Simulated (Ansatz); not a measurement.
**AlH₄NOSn: basis-set convergence**

An exercise on one series of results from a longer session: the logs are not shown, and one member is left open.

The runs use Ansatz 0.2.0, Gaussian basis; one geometry, several basis sets.

The runs, in order: PBE0-D4/def2-SVP; ωB97M-V/def2-SVP; PBE0-D4/def2-QZVPP; ωB97M-V/def2-QZVPP; the functionals' def2-TZVPP values are taken from earlier runs.

1 further run of the same task is left out (for a known fault of the program).

### Structure used throughout

The geometry comes from an earlier relaxation with PBE0-D4 in a triple-zeta def2 set; it is a stationary point, not always the lowest conformer. Sn takes the def2 core potential; no spin-orbit term is included.

SMILES `[OH][SnH]1[NH][AlH]1`, 8 atoms, charge 0, spin multiplicity 1.

Atoms are counted from 1 here; the program's logs count them from 0.

Bond lengths: O1–Sn2 1.979 Å, O1–H5 0.960 Å, Sn2–N3 2.127 Å, Sn2–Al4 2.546 Å, Sn2–H6 1.712 Å, N3–Al4 1.739 Å, N3–H7 1.009 Å, Al4–H8 1.580 Å. Angles: Sn2–O1–H5 112.5°, O1–Sn2–N3 109.6°, O1–Sn2–Al4 124.0°, O1–Sn2–H6 98.0°, N3–Sn2–Al4 42.5°, N3–Sn2–H6 112.6°, Al4–Sn2–H6 135.0°, Sn2–N3–Al4 81.7°, Sn2–N3–H7 133.2°, Al4–N3–H7 145.1°, Sn2–Al4–N3 55.8°, Sn2–Al4–H8 160.0°, N3–Al4–H8 144.2°.

The first run:

The input, in.yaml:

```yaml
crystal:
  periodic: [false, false, false]
  atoms:
    - {symbol: O, position_ang: [-0.363253, 1.806316, -1.444224]}
    - {symbol: Sn, position_ang: [0.043795, 0.993054, 0.313411]}
    - {symbol: N, position_ang: [0.760307, -0.990018, 0.033684]}
    - {symbol: Al, position_ang: [-0.646593, -1.363619, 0.986000]}
    - {symbol: H, position_ang: [-1.052362, 1.333595, -1.916467]}
    - {symbol: H, position_ang: [1.277831, 2.077655, 0.796197]}
    - {symbol: H, position_ang: [1.563805, -1.373812, -0.441243]}
    - {symbol: H, position_ang: [-1.491530, -2.540172, 1.616842]}
basis:
  gaussian: {orbitals: def2-SVP}
hamiltonian: {xc: pbe0, dispersion: d4}
output: {orbitals: {seedname: orbitals}}
```

Started as:

```
$ ansatz run in.yaml --threads 2 --pin off --events-out ev --progress --plain --max-ram 4352MiB
```

Steps of the session up to this table: PBE0-D4 in def2-SVP; ωB97M-V in def2-SVP; PBE0-D4 in def2-QZVPP; ωB97M-V in def2-QZVPP.

One of the session's tables, all rows but one given; the rest of the session is left out.

It belongs to the step «Functionals by basis». 

| functional | basis | HOMO (eV) |
| --- | --- | --- |
| PBE0-D4 | def2-SVP | -6.48 |
| PBE0-D4 | def2-TZVPP | -6.60 |
| PBE0-D4 | def2-QZVPP | ? |
| ωB97M-V | def2-SVP | -8.38 |
| ωB97M-V | def2-TZVPP | -8.54 |
| ωB97M-V | def2-QZVPP | -8.57 |

**Question.** Estimate the row for PBE0-D4, def2-QZVPP.

As computed: HOMO (eV): -6.62. In the column «HOMO (eV)» it lies between ωB97M-V, def2-SVP (-8.38) and PBE0-D4, def2-TZVPP (-6.60).
